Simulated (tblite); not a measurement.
# C3H7F2NSi: the cost of one run

The runs use tblite 0.8.0 and PySCF 2.14.0, with density-fitted response routines of our own; the level of theory stands in each step. All values are computed, except where a source is named. Atoms count from 0, in the outputs and in this text.

## (1) The starting structure

14 atoms, charge 0, multiplicity 1; geometry from: force field or distance geometry start.

Bonds of the start (Å): C0–N1 1.29, N1–C2 1.42, C2–C3 1.50, C3–F4 1.39, C3–Si5 1.85, Si5–F6 1.68, C0–H7 1.10, C0–H8 1.08, C2–H9 1.11, C2–H10 1.10, C3–H11 1.13, Si5–H12 1.50, Si5–H13 1.46.

## (2) Relaxing the molecule with GFN2-xTB

The job: settings as JSON, then the geometry in Å.

```
{"job": {"kind": "relax", "xc": "GFN2-xTB", "basis": "xTB"}, "charge": 0, "multiplicity": 1}
C      2.551300     0.050900    -0.255600
N      1.595100    -0.376200    -1.005400
C      0.282700     0.161800    -0.909600
C     -0.354400    -0.400600     0.322000
F      0.406300    -0.039000     1.423100
Si    -2.119700     0.061200     0.595800
F     -3.204700    -0.965300    -0.173400
H      2.290800     0.861400     0.443000
H      3.543800    -0.371900    -0.327700
H      0.410800     1.263500    -0.823500
H     -0.266500    -0.070300    -1.838900
H     -0.344600    -1.526000     0.179700
H     -2.371300    -0.103100     2.067600
H     -2.420300     1.453200     0.280700
```

The run is started by

```sh
$ OMP_NUM_THREADS=1 python probes_run.py task.json out
```

The driver reads the jobs from task.json and runs them one after another.

**Question.** How long does this first job take on 1 thread of Arm Neoverse N1, shared host, and how much memory does it need?

About 1 s, with a peak of 0.18 GiB.
